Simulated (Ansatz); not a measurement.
This script drives the Ansatz DFT code, driven from Python.

Script `clge3h6.py`:
```python
"""One geometry of ClGe3H6, method by method."""

from pathlib import Path

import ansatz as az
from ase import Atoms
import numpy as np

atoms = Atoms(["Cl", "Ge", "Ge", "Ge", "H", "H", "H", "H", "H", "H"], positions=[
    [3.7384, -0.7378, 0.044],
    [1.8747, 0.3573, 0.1654],
    [0.0656, -1.0777, -0.4618],
    [-1.9899, 0.1357, -0.2939],
    [1.9227, 1.5739, -0.794],
    [1.657, 0.8522, 1.618],
    [0.0233, -2.2979, 0.4928],
    [-1.9423, 1.3599, -1.2434],
    [-2.18, 0.6218, 1.1656],
    [-3.1696, -0.7873, -0.6927],
])
geometry = az.Crystal.molecule_from_ase(atoms)

base = (
    geometry.calculation()
    .basis(gaussian="def2-SVP")
    .spin("collinear", total=1)
)

print("functional    E (Ha)        dipole (D)   HOMO (eV)  LUMO (eV)")
for name in ["lc_wpbe", "b3lyp", "hf", "r2scan0", "pbe"]:
    report = base.functional(name).forces().orbitals().run(threads=1, runs_dir="runs").report
    lines = Path(report["orbitals_path"]).read_text().splitlines()
    field_of = lambda key: [line.split("=")[1].strip() for line in lines if line.startswith(key)]
    orbitals = [(27.211386 * float(e), s, float(n)) for e, s, n in zip(field_of("Ene="), field_of("Spin="), field_of("Occup="))]
    homo = max(e for e, _, n in orbitals if n > 0.5)
    lumo = min(e for e, _, n in orbitals if n < 0.5)
    dipole = 4.803205 * np.linalg.norm(report["charge_distribution"]["dipole_moment_e_ang"])
    print(f"{name:10s} {report['free_energy_ev'] / 27.211386246:14.6f} {dipole:9.3f} {homo:11.3f} {lumo:10.3f}")
```

It is started by `python clge3h6.py`. How long does it take on 1 thread of Arm Neoverse V2 (shared host), and how much memory does it need?

It took about 100 s, with a peak of 0.81 GiB, for 5 runs of the engine.

Running `python clge3h6.py` prints:
```text
functional    E (Ha)        dipole (D)   HOMO (eV)  LUMO (eV)
lc_wpbe      -6692.956174     2.094      -8.959     -1.036
b3lyp        -6694.053404     1.813      -6.105     -3.626
hf           -6688.183875     2.075      -8.986      0.292
r2scan0      -6693.801736     2.025      -6.734     -3.115
pbe          -6692.751053     1.787      -5.342     -4.141
```

The settings weren't tested for convergence. The geometry is a force-field or estimated start, not a minimum of this method, and the basis set is short of its limit. A lower total doesn't mark the better method: functionals have no common bound, and MP2 and coupled cluster aren't variational. The run takes the species as open-shell (spin multiplicity 2), which needn't be its ground state. b3lyp holds the VWN-RPA fit, as in Gaussian; the form of ORCA and Turbomole is b3lyp5. Levels such as HOMO and LUMO are orbital energies: with these approximate functionals they aren't the ionisation energy and electron affinity, and their gap isn't the fundamental gap.
